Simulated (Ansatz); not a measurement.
# AlH₄NSSi: a ladder of functionals and wavefunction methods

How much do the methods differ for AlH₄NSSi? The plan is to run it at one geometry with functionals of several rungs and with coupled cluster. The yardstick is the atomisation energy at the CCSD(T) limit.

Method: functionals in def2-TZVPP, the program's frozen cores in correlated methods; program: Ansatz 0.2.0, Gaussian basis.

Levels to be run: LDA (SPW92), PBE-D4, revPBE-D4, BLYP-D4, r2SCAN-D4, B97M-V, PBE0-D4, B3LYP-D4, r2SCANh-D4, r2SCAN0-D4, HSE06-D4, BHLYP-D4, CAM-B3LYP-D4, LC-ωPBE, ωB97X-V, ωB97M-V, B2PLYP, PBE-QIDH; CCSD(T)/def2-SVP; CCSD(T)/def2-TZVPP; MP2/def2-QZVPP; extrapolation to the limit; RPA on PBE.

## Step 1: Structure used throughout

The geometry comes from an earlier relaxation with PBE0-D4 in a triple-zeta def2 set; it is a stationary point, not always the lowest conformer.

SMILES `[NH2][Al]1[SiH2][S]1`, 8 atoms, charge 0, spin multiplicity 1.

Atoms are counted from 1 here; the program's logs count them from 0.

Bond lengths: N1–Al2 1.754 Å, N1–H5 1.006 Å, N1–H6 1.007 Å, Al2–Si3 2.310 Å, Al2–S4 2.172 Å, Si3–S4 2.208 Å, Si3–H7 1.487 Å, Si3–H8 1.487 Å. Angles: Al2–N1–H5 124.5°, Al2–N1–H6 124.7°, H5–N1–H6 110.7°, N1–Al2–Si3 163.4°, N1–Al2–S4 137.6°, Si3–Al2–S4 58.9°, Al2–Si3–S4 57.4°, Al2–Si3–H7 125.4°, Al2–Si3–H8 125.4°, S4–Si3–H7 112.5°, S4–Si3–H8 112.5°, H7–Si3–H8 108.3°, Al2–S4–Si3 63.7°.

## Step 2: LDA

This LDA is Slater exchange with PW92 correlation.

File in.yaml:

```yaml
crystal:
  periodic: [false, false, false]
  atoms:
    - {symbol: N, position_ang: [-1.066225, 1.872863, -0.302459]}
    - {symbol: Al, position_ang: [-0.232154, 0.335015, -0.182521]}
    - {symbol: Si, position_ang: [0.990466, -1.466682, 0.589312]}
    - {symbol: S, position_ang: [0.158978, -1.380928, -1.454563]}
    - {symbol: H, position_ang: [-1.128143, 2.548120, 0.441333]}
    - {symbol: H, position_ang: [-1.551792, 2.199683, -1.122084]}
    - {symbol: H, position_ang: [2.474796, -1.561223, 0.596757]}
    - {symbol: H, position_ang: [0.446274, -2.603948, 1.378426]}
basis:
  gaussian: {orbitals: def2-TZVPP}
hamiltonian: {xc: lda}
output: {orbitals: {seedname: orbitals}}
```

Launch:

```console
$ ansatz run in.yaml --threads 2 --pin off --events-out ev --progress --plain --max-ram 4352MiB
```

After this run come: PBE-D4 (GGA); revPBE-D4 (GGA); BLYP-D4 (GGA); r2SCAN-D4 (meta-GGA); B97M-V (meta-GGA); PBE0-D4 (hybrid); B3LYP-D4 (hybrid); r2SCANh-D4 (hybrid); r2SCAN0-D4 (hybrid); HSE06-D4 (hybrid); BHLYP-D4 (hybrid); CAM-B3LYP-D4 (range-separated); LC-ωPBE (range-separated); ωB97X-V (range-separated); ωB97M-V (range-separated); B2PLYP (double hybrid); PBE-QIDH (double hybrid); CCSD(T) in def2-SVP; CCSD(T) in def2-TZVPP; MP2 in def2-QZVPP; RPA on PBE orbitals.

**Question.** What will the summary of the whole plan be? Wanted: atomisation energy, CCSD(T)/CBS; farthest beyond LDA; mean size of error, GGA; mean size of error, meta-GGA; mean size of error, hybrid; mean size of error, range-separated; mean size of error, double hybrid; gap, smallest and largest; T1 diagnostic.

As calculated:

| quantity | value |
| --- | --- |
| atomisation energy, CCSD(T)/CBS | 2516.0 kJ/mol |
| functionals within 12.6 kJ/mol (0.5 %) | r2SCAN-D4, r2SCANh-D4, ωB97M-V |
| farthest beyond LDA | BHLYP-D4 (-83.2 kJ/mol) |
| mean size of error, GGA | 30.4 kJ/mol |
| mean size of error, meta-GGA | 20.0 kJ/mol |
| mean size of error, hybrid | 30.2 kJ/mol |
| mean size of error, range-separated | 18.4 kJ/mol |
| mean size of error, double hybrid | 41.6 kJ/mol |
| gap, smallest and largest | 3.54 eV (LDA (SPW92)), 9.95 eV (LC-ωPBE) |
| T1 diagnostic | 0.0131 |
| triples share of the correlation energy | 4.4 % |

What this shows: The LDA atomisation energy is off by 336.8 kJ/mol (13 %): it overbinds. PBE-D4 is off by +22.7 kJ/mol. Double hybrids carry the basis error of their MP2 part in triple zeta, and no dispersion term here, so their miss is partly the set-up's. By mean error the best rung here is range-separated (18.4 kJ/mol) and the worst beyond LDA is double hybrid (41.6 kJ/mol). The gap between the best rungs is small, so their order is not settled. Misses under about 12.6 kJ/mol are within the doubt on the reference itself, which lacks core-valence correlation, relativity and higher excitations. Hartree-Fock recovers 69 % of the binding; the rest is correlation. CCSD(T) in def2-SVP is off by -233.6 kJ/mol, so the small basis spoils what the method gains. The gap grows from 3.5 to 9.9 eV across the functionals, mostly with the share of exact exchange.
